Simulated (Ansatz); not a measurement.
# BFHI, SMILES FBI: the interaction energy of a dimer with the counterpoise correction

Computed with the Python package of Ansatz (0.2.0).

The cells in order, each with its output:

```python
import ansatz as az
import numpy as np
```

```python
SETTINGS = {
    "basis": "def2-SVPD",
    "level": "mp2",
}
```

```python
FIRST = [
    ("F", (-0.2393, 0.9935, -1.0752)),
    ("B", (-0.2468, 0.0569, -0.0267)),
    ("I", (1.6541, -0.7738, 0.6056)),
    ("H", (-1.168, -0.2765, 0.4964)),
]
SECOND = [
    ("F", (-1.6234, -1.7827, 2.2151)),
    ("B", (-1.428, -1.7469, 3.607)),
    ("I", (-2.3458, -0.1271, 4.7193)),
    ("H", (-0.8356, -2.5014, 4.1666)),
]

def energy(atoms, ghosts=()):
    molecule = az.Crystal.molecule()
    for symbol, xyz in atoms:
        molecule = molecule.atom(symbol, xyz)
    calc = (
        molecule.calculation()
        .basis(gaussian=SETTINGS["basis"])
        .correlation(SETTINGS["level"])
    )
    deck = calc.input()
    if ghosts:
        deck = deck.set(az.key.basis.gaussian.ghost_atoms, [{"symbol": s, "position_ang": list(xyz)} for s, xyz in ghosts])
    return az.Session.from_dict(deck).plan().execute().report["free_energy_ev"]
```

```python
# ghost atoms carry the functions of the partner
direction = np.array([-0.3641, -0.3597, 0.8591])
print("shift (A)   counterpoise-corrected interaction (kJ/mol)")
for shift in (-0.3, 0.0, 0.4, 1.0, 2.0):
    moved = [(s, tuple(np.round(np.array(xyz) + shift * direction, 4))) for s, xyz in SECOND]
    gain = energy(FIRST + moved) - energy(FIRST, moved) - energy(moved, FIRST)
    print(f"{shift:8.2f} {96.485332 * gain:14.3f}")
```

    shift (A)   counterpoise-corrected interaction (kJ/mol)
       -0.30          6.526
        0.00         -2.373
        0.40         -4.410
        1.00         -3.132
        2.00         -1.343

Notes:
- The dimer is a generated trial pose of unrelaxed monomers, not a minimum, so the figure is no binding energy, and the basis set is small.
- def2 sets replace the cores of elements past krypton by effective core potentials.
- The whole script took 110 s on 1 thread of Arm Neoverse V1, with other jobs on the host, peak memory 0.56 GiB.

(Lines on the test bed's own set-up are left out of the output.)
